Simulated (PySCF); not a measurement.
**C4H5OSe− (SMILES C=CC(=O)C[Se-]) at 6 levels**

Aim: a comparison of 6 runs (HF/def2-SVP, B3LYP/6-31G*, TPSS/cc-pVDZ, PBE0/def2-SVP, PBE/def2-SVPD) of C4H5OSe−. Input form: a Python script.

Program for the calculation: PySCF 2.14.0.

**1. The molecule**

C4H5OSe− has 11 atoms, charge -1, and is taken as a singlet. SMILES: `C=CC(=O)C[Se-]`. Geometry: a GFN2-xTB relaxation, a rough one for these elements and not checked as a minimum. This is one conformer, not always the lowest.

Bond lengths: C1–C2 1.327 Å, C2–C3 1.480 Å, C3–O4 1.221 Å, C3–C5 1.485 Å, C5–Se6 1.974 Å, C1–H7 1.079 Å, C1–H8 1.079 Å, C2–H9 1.080 Å, C5–H10 1.091 Å, C5–H11 1.089 Å. Some angles: C1–C2–C3 121.9°, C2–C3–O4 122.4°, C2–C3–C5 114.3°, O4–C3–C5 123.3°, C3–C5–Se6 102.7°, C1–C2–H9 121.9°, C3–C2–H9 116.2°, C2–C1–H7 120.0°, C2–C1–H8 122.9°, C3–C5–H10 113.4°.

**2. Energy and gradient at HF/def2-SVP (run 1)**

The input, run.py:

```python
import pyscf.grad
from pyscf import gto, scf

mol = gto.M(
    atom=[
    ('C', (-0.147150, -1.623550, 1.198130)),
    ('C', (0.137900, -0.416450, 0.727680)),
    ('C', (-0.025070, -0.075070, -0.702740)),
    ('O', (-0.397660, -0.890690, -1.532140)),
    ('C', (0.265850, 1.344080, -1.029390)),
    ('Se', (-1.174440, 2.309030, -0.086040)),
    ('H', (-0.523130, -2.385940, 0.533930)),
    ('H', (-0.032150, -1.888890, 2.237230)),
    ('H', (0.489480, 0.377570, 1.370300)),
    ('H', (1.214720, 1.696030, -0.621700)),
    ('H', (0.191660, 1.553870, -2.095260)),
],
    verbose=3,
    max_memory=1860,
    basis='def2-svp',
    spin=0,
    charge=-1,
)

mf = scf.RHF(mol)
mf.conv_tol = 1e-10
mf.kernel()
if not mf.converged:
    mf = mf.newton().run(mf.mo_coeff, mf.mo_occ)

e_final = mf.e_tot
print('Final energy', e_final)
grad = mf.Gradients().kernel()
mf.analyze()
```

Command:

```sh
$ OMP_NUM_THREADS=1 python run.py
```

What it wrote:

```text
converged SCF energy = -2628.61237081722
[... 26 lines left out ...]
MO #17  energy= -2.33990620379665  occ= 2
[... 21 lines left out ...]
MO #39  energy= 0.348357117989923  occ= 0
[... 21 lines left out ...]
MO #61  energy= 0.980188269960914  occ= 0
[... 21 lines left out ...]
MO #83  energy= 1.68522714934472   occ= 0
[... 21 lines left out ...]
MO #105 energy= 2.80012844857005   occ= 0
[... 21 lines left out ...]
MO #127 energy= 4.21533829974732   occ= 0
[... 13 lines left out ...]
WARN: System has nonzero charge -1; the dipole moment is origin-dependent.
Location of origin: [0. 0. 0.]

Dipole moment(X, Y, Z, Debye):  5.48741, -6.28514,  2.77155
```

Run time: 26 s. Hardware: 1 thread of Intel Xeon at 2.70GHz, shared host; peak memory 0.37 GiB.

**3. Energy and gradient at B3LYP/6-31G(d) (spherical functions) (run 2)**

The input, input.py:

```python
import pyscf.grad
from pyscf import gto, dft

molecule = gto.M(
    atom='''
C     -0.278073    -3.068065     2.264138
C      0.260593    -0.786976     1.375116
C     -0.047375    -0.141862    -1.327986
O     -0.751468    -1.683160    -2.895325
C      0.502384     2.539943    -1.945265
Se    -2.219370     4.363434    -0.162592
H     -0.988572    -4.508773     1.008981
H     -0.060755    -3.569485     4.227752
H      0.924983     0.713504     2.589492
H      2.295488     3.205032    -1.174843
H      0.362185     2.936389    -3.959468
''',
    charge=-1,
    basis='6-31g*',
    spin=0,
    max_memory=1860,
    unit='bohr',
    verbose=4,
)

mf = dft.RKS(molecule, xc='b3lyp')
mf.conv_tol = 1e-10
mf.grids.level = 5
mf.kernel()
if not mf.converged:
    mf = mf.newton().run(mf.mo_coeff, mf.mo_occ)

e_final = mf.e_tot
print('Final energy', e_final)
grad = mf.Gradients().kernel()
mf.analyze()
```

Command:

```sh
$ OMP_NUM_THREADS=1 python input.py
```

What it wrote:

```text
PySCF version 2.14.0

[... 114 lines left out ...]
MO #7   energy= -10.0968020654254  occ= 2
[... 20 lines left out ...]
MO #28  energy= -0.257953378654178 occ= 2
[... 20 lines left out ...]
MO #49  energy= 0.496244326399499  occ= 0
[... 20 lines left out ...]
MO #70  energy= 1.04682535969263   occ= 0
[... 20 lines left out ...]
MO #91  energy= 2.11706379361192   occ= 0
[... 20 lines left out ...]
MO #112 energy= 4.71007476074651   occ= 0
[... 127 lines left out ...]
WARN: System has nonzero charge -1; the dipole moment is origin-dependent.
Location of origin: [0. 0. 0.]

Dipole moment(X, Y, Z, Debye):  5.39493, -5.87616,  2.14952
```

Wall time 87 s (1 thread of Intel Xeon at 2.70GHz, shared host); peak memory 1.1 GiB.

**4. Energy and gradient at B3LYP/6-31G(d) (Cartesian functions) (run 3)**

The input, input.xyz:

```xyz
11
C4H5OSe
C     -0.147150    -1.623550     1.198130
C      0.137900    -0.416450     0.727680
C     -0.025070    -0.075070    -0.702740
O     -0.397660    -0.890690    -1.532140
C      0.265850     1.344080    -1.029390
Se    -1.174440     2.309030    -0.086040
H     -0.523130    -2.385940     0.533930
H     -0.032150    -1.888890     2.237230
H      0.489480     0.377570     1.370300
H      1.214720     1.696030    -0.621700
H      0.191660     1.553870    -2.095260
```

The input, job.py:

```python
# C=CC(=O)C[Se-]
import pyscf.grad
from pyscf import gto, dft

mol = gto.Mole()
mol.atom = 'input.xyz'
mol.verbose = 3
mol.basis = '6-31g*'
mol.charge = -1
mol.cart = True
mol.max_memory = 1860
mol.build()

mf = dft.RKS(mol, xc='b3lyp')
mf.grids.level = 5
mf.conv_tol = 1e-10
mf.kernel()
if not mf.converged:
    mf = mf.newton().run(mf.mo_coeff, mf.mo_occ)

etot = mf.e_tot
print(f'total energy: {etot:.8f} hartree')
grad = mf.Gradients().kernel()
dip = mf.dip_moment()
pop, q = mf.mulliken_pop()
```

Command:

```sh
$ OMP_NUM_THREADS=1 python job.py
```

What it wrote:

```text
converged SCF energy = -2631.97208972571
total energy: -2631.97208973 hartree
--------------- RKS gradients ---------------
         x                y                z
0 C    -0.0006199737     0.0105111943    -0.0032013894
1 C    -0.0009430614    -0.0043720175    -0.0038627216
2 C    -0.0044039937    -0.0109751622    -0.0008725227
[... 7 lines of this table left out ...]
10 H    -0.0039909393     0.0043234300     0.0021897746
----------------------------------------------

WARN: System has nonzero charge -1; the dipole moment is origin-dependent.
[... 2 lines left out ...]
Dipole moment(X, Y, Z, Debye):  5.38966, -5.88812,  2.15770
[... 132 lines left out ...]
charge of   10H =      0.13068
```

Run time: 99 s. Hardware: 1 thread of Intel Xeon at 2.70GHz, shared host; peak memory 1.3 GiB.

Runs 4 to 5 aren't shown in full; the table further down has their settings and results.

**5. Energy and gradient at PBE/def2-SVPD (run 6)**

The input, calc.py:

```python
import pyscf.grad
from pyscf import gto, dft

mol = gto.M(
    atom='''
C   -0.147150  -1.623550   1.198130
C    0.137900  -0.416450   0.727680
C   -0.025070  -0.075070  -0.702740
O   -0.397660  -0.890690  -1.532140
C    0.265850   1.344080  -1.029390
Se  -1.174440   2.309030  -0.086040
H   -0.523130  -2.385940   0.533930
H   -0.032150  -1.888890   2.237230
H    0.489480   0.377570   1.370300
H    1.214720   1.696030  -0.621700
H    0.191660   1.553870  -2.095260
''',
    max_memory=1860,
    spin=0,
    basis='def2-svpd',
    verbose=4,
    charge=-1,
)

myscf = dft.RKS(mol, xc='pbe')
myscf.conv_tol = 1e-10
myscf.grids.level = 5
myscf.kernel()
if not myscf.converged:
    myscf = myscf.newton().run(myscf.mo_coeff, myscf.mo_occ)

etot = myscf.e_tot
print('Final energy', etot)
grad = myscf.Gradients().kernel()
myscf.analyze()
```

Command:

```sh
$ OMP_NUM_THREADS=1 python calc.py
```

What it wrote:

```text
PySCF version 2.14.0

[... 133 lines left out ...]
MO #19  energy= -1.73518009872108  occ= 2
[... 32 lines left out ...]
MO #52  energy= 0.265856159647295  occ= 0
[... 32 lines left out ...]
MO #85  energy= 0.568113147613404  occ= 0
[... 32 lines left out ...]
MO #118 energy= 1.06999022726556   occ= 0
[... 32 lines left out ...]
MO #151 energy= 2.04599237604553   occ= 0
[... 32 lines left out ...]
MO #184 energy= 3.8632468849249    occ= 0
[... 199 lines left out ...]
WARN: System has nonzero charge -1; the dipole moment is origin-dependent.
Location of origin: [0. 0. 0.]

Dipole moment(X, Y, Z, Debye):  4.94150, -5.26520,  2.22421
```

Wall time 3.1 min (1 thread of Intel Xeon at 2.70GHz, shared host); peak memory 2.6 GiB.

**6. Overview of the runs**

```csv
run,level,integration grid,Cartesian functions,energy (Eh),HOMO energy (eV),LUMO energy (eV),HOMO–LUMO gap (eV),wall time
1,HF/def2-SVP,–,no,-2628.612371,-2.39,6.82,9.21,26 s
2,B3LYP/6-31G* (spherical functions),5,no,-2631.959918,0.06,3.14,3.08,87 s
3,B3LYP/6-31G* (Cartesian functions),5,yes,-2631.972090,0.05,3.13,3.08,99 s
4,TPSS/cc-pVDZ,5,no,-2632.185482,0.86,2.59,1.73,2.5 min
5,PBE0/def2-SVP,5,no,-2631.211644,-0.09,3.20,3.29,86 s
6,PBE/def2-SVPD,5,no,-2631.157284,0.18,1.75,1.57,3.1 min
```

**7. What came out**

| quantity | value |
| --- | --- |
| run 6: total energy | -2631.15728 Eh |
| run 6: HOMO energy | 0.18 eV |
| run 6: LUMO energy | 1.75 eV |
| run 6: HOMO–LUMO gap (to an unbound level, set by the basis) | 1.57 eV |
| run 6: largest force on an atom | 1.679 eV/Å |

**Reading.** The HOMO–LUMO gap runs from 1.57 eV (PBE/def2-SVPD) to 9.21 eV (HF/def2-SVP). The two ends differ in method and basis. The empty levels of an anion lie above zero and hang on the basis. Totals of different functionals can't be ranked against each other. In runs 2, 3, 4, 6 the HOMO lies above zero, so the outermost electron may be held by the basis alone. All runs together took 11 min, the longest 3.1 min.
